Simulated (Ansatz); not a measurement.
# C₄H₁₂InN: up Jacob's ladder to CCSD(T)

How much do the methods differ for C₄H₁₂InN? The plan is to run it at one geometry with functionals of several rungs and with coupled cluster, and see how far each lands from CCSD(T) at the basis-set limit for the atomisation energy.

Computed with Ansatz 0.2.0, Gaussian basis. Level: functionals in def2-TZVPP, the program's frozen cores in correlated methods.

Plan: LDA (SPW92), PBE-D4, revPBE-D4, BLYP-D4, r2SCAN-D4, B97M-V, PBE0-D4, B3LYP-D4, r2SCANh-D4, r2SCAN0-D4, HSE06-D4, BHLYP-D4, CAM-B3LYP-D4, LC-ωPBE, ωB97X-V, ωB97M-V, B2PLYP, PBE-QIDH; CCSD(T)/def2-SVP; CCSD(T)/def2-TZVPP; MP2/def2-QZVPP; extrapolation to the limit; RPA on PBE.

**1. The relaxed structure**

The geometry comes from an earlier relaxation with PBE0-D4 in a triple-zeta def2 set; it is a stationary point, not always the lowest conformer. In takes the def2 core potential; no spin-orbit term is included.

SMILES `CC(C)(C)[NH][InH2]`, 18 atoms, charge 0, spin multiplicity 1.

Atoms are counted from 1 here; the program's logs count them from 0.

Bond lengths: C1–C2 1.530 Å, C1–H7 1.094 Å, C1–H8 1.092 Å, C1–H9 1.094 Å, C2–C3 1.530 Å, C2–C4 1.520 Å, C2–N5 1.453 Å, C3–H10 1.092 Å, C3–H11 1.094 Å, C3–H12 1.094 Å, C4–H13 1.093 Å, C4–H14 1.092 Å, C4–H15 1.093 Å, N5–In6 2.015 Å, N5–H16 1.011 Å, In6–H17 1.716 Å, In6–H18 1.708 Å. Angles: C2–C1–H7 111.5°, C2–C1–H8 110.2°, C2–C1–H9 110.5°, H7–C1–H8 108.6°, H7–C1–H9 107.9°, H8–C1–H9 108.0°, C1–C2–C3 109.2°, C1–C2–C4 109.3°, C1–C2–N5 109.6°, C3–C2–C4 109.3°, C3–C2–N5 109.6°, C4–C2–N5 109.8°, C2–C3–H10 110.3°, C2–C3–H11 111.5°, C2–C3–H12 110.5°, H10–C3–H11 108.6°, H10–C3–H12 108.0°, H11–C3–H12 107.9° and more.

**2. LDA**

This LDA is Slater exchange with PW92 correlation.

File in.yaml:

```yaml
crystal:
  periodic: [false, false, false]
  atoms:
    - {symbol: C, position_ang: [-0.144058, -1.746885, 0.296844]}
    - {symbol: C, position_ang: [0.232183, -0.308930, -0.068033]}
    - {symbol: C, position_ang: [1.750084, -0.214122, -0.239295]}
    - {symbol: C, position_ang: [-0.445161, 0.071270, -1.374706]}
    - {symbol: N, position_ang: [-0.197287, 0.591659, 0.988876]}
    - {symbol: In, position_ang: [-1.458964, 2.161048, 1.050358]}
    - {symbol: H, position_ang: [0.185758, -2.453748, -0.469828]}
    - {symbol: H, position_ang: [-1.226512, -1.836790, 0.411801]}
    - {symbol: H, position_ang: [0.321719, -2.036372, 1.243188]}
    - {symbol: H, position_ang: [2.036946, 0.803668, -0.512892]}
    - {symbol: H, position_ang: [2.108793, -0.898343, -1.013448]}
    - {symbol: H, position_ang: [2.257651, -0.468811, 0.695507]}
    - {symbol: H, position_ang: [-0.188949, 1.093263, -1.666868]}
    - {symbol: H, position_ang: [-0.130050, -0.597699, -2.178098]}
    - {symbol: H, position_ang: [-1.532964, 0.004380, -1.287345]}
    - {symbol: H, position_ang: [0.244807, 0.355377, 1.866661]}
    - {symbol: H, position_ang: [-1.548402, 2.826433, 2.629835]}
    - {symbol: H, position_ang: [-2.265614, 2.654583, -0.372546]}
basis:
  gaussian: {orbitals: def2-TZVPP}
hamiltonian: {xc: lda}
output: {orbitals: {seedname: orbitals}}
```

Launch:

```console
> ansatz run in.yaml --threads 2 --pin off --events-out ev --progress --plain --max-ram 32768MiB --backend cuda --devices 0, --max-vram 18GiB
```

After this run come: PBE-D4 (GGA); revPBE-D4 (GGA); BLYP-D4 (GGA); r2SCAN-D4 (meta-GGA); B97M-V (meta-GGA); PBE0-D4 (hybrid); B3LYP-D4 (hybrid); r2SCANh-D4 (hybrid); r2SCAN0-D4 (hybrid); HSE06-D4 (hybrid); BHLYP-D4 (hybrid); CAM-B3LYP-D4 (range-separated); LC-ωPBE (range-separated); ωB97X-V (range-separated); ωB97M-V (range-separated); B2PLYP (double hybrid); PBE-QIDH (double hybrid); CCSD(T) in def2-SVP; CCSD(T) in def2-TZVPP; MP2 in def2-QZVPP; RPA on PBE orbitals.

Q: Predict the results of all the runs planned. Wanted: atomisation energy, CCSD(T)/CBS; farthest beyond LDA; mean size of error, GGA; mean size of error, meta-GGA; mean size of error, hybrid; mean size of error, range-separated; mean size of error, double hybrid; gap, smallest and largest; T1 diagnostic.

**Answer**, as computed:

```
                               quantity                                                                                                                              value
        atomisation energy, CCSD(T)/CBS                                                                                                                      6455.4 kJ/mol
 functionals within 64.6 kJ/mol (1.0 %)  revPBE-D4, BLYP-D4, r2SCAN-D4, B97M-V, PBE0-D4, B3LYP-D4, r2SCANh-D4, HSE06-D4, CAM-B3LYP-D4, LC-ωPBE, ωB97X-V, ωB97M-V, PBE-QIDH
                    farthest beyond LDA                                                                                                           BHLYP-D4 (-162.3 kJ/mol)
                mean size of error, GGA                                                                                                                        63.0 kJ/mol
           mean size of error, meta-GGA                                                                                                                        10.2 kJ/mol
             mean size of error, hybrid                                                                                                                        51.5 kJ/mol
    mean size of error, range-separated                                                                                                                        15.3 kJ/mol
      mean size of error, double hybrid                                                                                                                        66.9 kJ/mol
              gap, smallest and largest                                                                                               3.36 eV (BLYP-D4), 9.73 eV (LC-ωPBE)
                          T1 diagnostic                                                                                                                             0.0145
triples share of the correlation energy                                                                                                                              3.7 %
```

LDA overbinds by 877.7 kJ/mol (14 %). PBE-D4 misses by +82.1 kJ/mol. Double hybrids carry the basis error of their MP2 part in triple zeta, and no dispersion term here, so their miss is partly the set-up's. The rungs meta-GGA, range-separated, hybrid, GGA miss on average by less than the doubt on the reference (64.6 kJ/mol), so they tie. Misses under about 64.6 kJ/mol are within the doubt on the reference itself, which lacks core-valence correlation, spin-orbit coupling and higher excitations, and its outer-core shells are covered unevenly. All levels share the lack of spin-orbit coupling, which lowers the free heavy atoms and so the true binding. Hartree-Fock recovers 73 % of the binding; the rest is correlation. CCSD(T) in def2-SVP is off by -294.2 kJ/mol, worse than the median functional, from the basis alone. The gap grows from 3.4 to 9.7 eV across the functionals, mostly with the share of exact exchange. Correlated methods include outer-core shells of In, which these sets cover unevenly.
